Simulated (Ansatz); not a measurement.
# RuSe (zincblende): a single-point run

Aim: a sound single-point run of RuSe (zincblende). The structure is shown as the input types it.

Program: Ansatz 0.2.0. Level of theory: DFT r2SCAN, scalar-relativistic, plane waves, PAW. These are calculated values, not measurements.

1 further run of the same task is left out (set aside as unsound or not needed). Runs told in other sessions of the task aren't counted.

### 1 The system as given

The structure is cubic, space group F-43m (No. 216). The conventional cell has a = 5.465 Å, b = 5.465 Å, c = 5.465 Å, α = 90.00°, β = 90.00°, γ = 90.00°. Around Ru (site symmetry -43m) lie 4 Se at 2.37 Å. Se (site symmetry -43m) is surrounded by 4 Ru at 2.37 Å.

The input asks for a charge of +10 e on the cell.

Coordinates:

```cif
data_structure
_symmetry_space_group_name_H-M 'F-43m'
_symmetry_Int_Tables_number 216
_cell_length_a 5.4648
_cell_length_b 5.4648
_cell_length_c 5.4648
_cell_angle_alpha 90.000
_cell_angle_beta 90.000
_cell_angle_gamma 90.000
_cell_volume 163.21
loop_
_atom_site_label
_atom_site_type_symbol
_atom_site_symmetry_multiplicity
_atom_site_Wyckoff_symbol
_atom_site_fract_x
_atom_site_fract_y
_atom_site_fract_z
_atom_site_occupancy
Ru1 Ru 4 a 0.00000 0.00000 0.00000 1
Se1 Se 4 d 0.25000 0.25000 0.75000 1
```

### 2 Input and run

File input.yaml:

```yaml
crystal:
  lattice:
    - [0.0, 2.7324236492, 2.7324236492]
    - [2.7324236492, 0.0, 2.7324236492]
    - [2.7324236492, 2.7324236492, 0.0]
  atoms:
    - { symbol: Ru, position: [0.0, 0.0, 0.0] }
    - { symbol: Se, position: [0.25, 0.25, 0.25] }
basis:
  ecutwfc: 500
  ecutrho_ratio: 4
kpoints:
  mp_grid: { grid: [10, 10, 10] }
hamiltonian:
  xc: r2scan
scf:
  occupations: { method: gaussian, width: 0.05 }
  max_iter: 60
output:
  forces: true
  stress: true
total_charge: 10
```

On the command line:

```
$ ansatz run input.yaml --threads 2 --pin off --max-ram 2662MiB --backend cpu --events-out ev --progress --plain --runs-dir out
```

Q: Will this input give a usable result? If not, why, and what should change?

This run ends as converged. That alone doesn't make the input a sound one.

The suspect setting: total_charge is 10. The net charge is not the one intended, so the run treats another number of electrons.

To check: delete total_charge (the default then holds).
